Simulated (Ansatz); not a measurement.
# SnAs: the cost of one run

Program: Ansatz 0.2.0. Level of theory: DFT r2SCAN, scalar-relativistic, plane waves, PAW. These are calculated values, not measurements.

The COD entry's cell or inner coordinates are ideal or old and differ from later refinements, so a difference from it is no clean test against experiment.

**1. Starting point**

Symmetry: Fm-3m, No. 225, cubic system. The conventional cell has a = 5.681 Å, b = 5.681 Å, c = 5.681 Å, α = 90.00°, β = 90.00°, γ = 90.00°. Sn (site symmetry m-3m) has 6 As at 2.84 Å as nearest neighbours. As (site symmetry m-3m) has 6 Sn at 2.84 Å as nearest neighbours.

As a file:

```
CELL_PARAMETERS angstrom
0.00000 2.84050 2.84050
2.84050 0.00000 2.84050
2.84050 2.84050 0.00000
ATOMIC_POSITIONS crystal
Sn 0.00000 0.00000 0.00000
As 0.50000 0.50000 0.50000
```

The structure comes from the Crystallography Open Database.

**2. Self-consistent density**

input.yaml

```yaml
crystal:
  lattice:
    - [0.0, 2.8405, 2.8405]
    - [2.8405, 0.0, 2.8405]
    - [2.8405, 2.8405, 0.0]
  atoms:
    - { symbol: Sn, position: [0.0, 0.0, 0.0] }
    - { symbol: As, position: [0.5, 0.5, 0.5] }
basis:
  ecutwfc: 500
  fft_grid_basis: typed
kpoints:
  mp_grid: { grid: [10, 10, 10] }
hamiltonian:
  xc: r2scan
  pseudopotentials: { kind: paw }
scf:
  occupations: { method: gaussian, width: 0.05 }
output:
  forces: true
  stress: true
  eigenvalues: true
  bader: true
  write_density: true
  volumetric_format: npy
  elf: true
```

On the command line:

```bash
ansatz run input.yaml --threads 1 --pin off --max-ram 2560MiB --backend cpu --events-out ev --progress --plain --runs-dir out
```

What time and memory should one allow on 1 thread of Arm Neoverse N1, shared host?

About 25 s, with a peak of 0.45 GiB.
